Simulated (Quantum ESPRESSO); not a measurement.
Sheet: Sb, a sheet with vacuum.

```
Sb
1.0
     3.13334    0.00000    0.00000
     0.00000    3.13334    0.00000
     0.00000    0.00000   31.36000
Sb
2
Direct
  0.00000 0.00000 0.24201
  0.00000 0.00000 0.33197
```

The cell was built by a generator and needn't be a form met in nature.

A sound run:

| Property | Result |
| --- | --- |
| Program | Quantum ESPRESSO 7.5 |
| Task | work function |
| Functional | PBE |
| Potentials or basis | PseudoDojo 0.4.1 SR PBE standard |
| Cutoff | 1088 eV |
| Density cutoff | 4354 eV |
| k mesh | 9 × 9 × 1 |
| Occupations | fermi-dirac, width 0.05 eV |
| Spin | no spin polarisation |

It gives largest force 0.054 eV/Å; band gap on the k mesh none (metal or under the smearing width).

Task: What do these careless settings give instead: cutoff 653 eV in place of 1088 eV; density cutoff 2612 eV in place of 4354 eV?

Result: Largest force 0.059 eV/Å; band gap on the k mesh none (metal or under the smearing width). The run converged, but these numbers show the error of the settings and aren't properties of the sheet.
